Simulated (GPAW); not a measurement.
Input of a GPAW 26.7.0 run:

run.py

```python
from ase.dft.bandgap import bandgap
from ase.io import read, write
from ase.units import GPa
from gpaw import GPAW, PW

atoms = read('POSCAR')

calc = GPAW(mode=PW(500),
            xc='PBE',
            kpts={'size': (7, 7, 7), 'gamma': True},
            occupations={'name': 'fermi-dirac', 'width': 0.05},
            nbands=25,
            maxiter=120,
            txt='gpaw.txt')
atoms.calc = calc
energy = atoms.get_potential_energy()
forces = atoms.get_forces()
stress = atoms.get_stress()
calc.write('gs.gpw')
write('result.traj', atoms)
print(f'Energy: {energy:.6f} eV')
print('Forces (eV/A):')
print(forces.round(4))
print('Stress (GPa):', (stress / GPa).round(3))
print('Fermi level:', round(calc.get_fermi_level(), 4), 'eV')
print(f'Gap: {bandgap(calc)[0]:.4f} eV, direct: {bandgap(calc, direct=True)[0]:.4f} eV')
```

POSCAR

```
WAu
1.0
    0.0000000000      2.7479792600      2.7479792600
    2.7479792600      0.0000000000      2.7479792600
    2.7479792600      2.7479792600      0.0000000000
W Au
1 1
Direct
    0.0000000000      0.0000000000      0.0000000000
    0.7500000000      0.7500000000      0.7500000000
```

Potentials or basis: GPAW PAW data sets (gpaw-data 1.2.1), pw.

Launch:

```sh
$ OMP_NUM_THREADS=1 python run.py
```

(1) What does it give for the pressure?

(2) What does it give for the band gap on the k mesh?

## Answers

(1) 34.2 GPa.

(2) none (metal or under the smearing width).

Caveat: with this Au data set, volumes or pressures lay over 1.5 % or 2 GPa off other programs in two to four cells of ten; the cutoff is short for stress and forces, so pressures can be off by a GPa or more; a pressure of tens of GPa on the cell as given is suspect, and the run, the potentials or the cell itself is likely at fault.
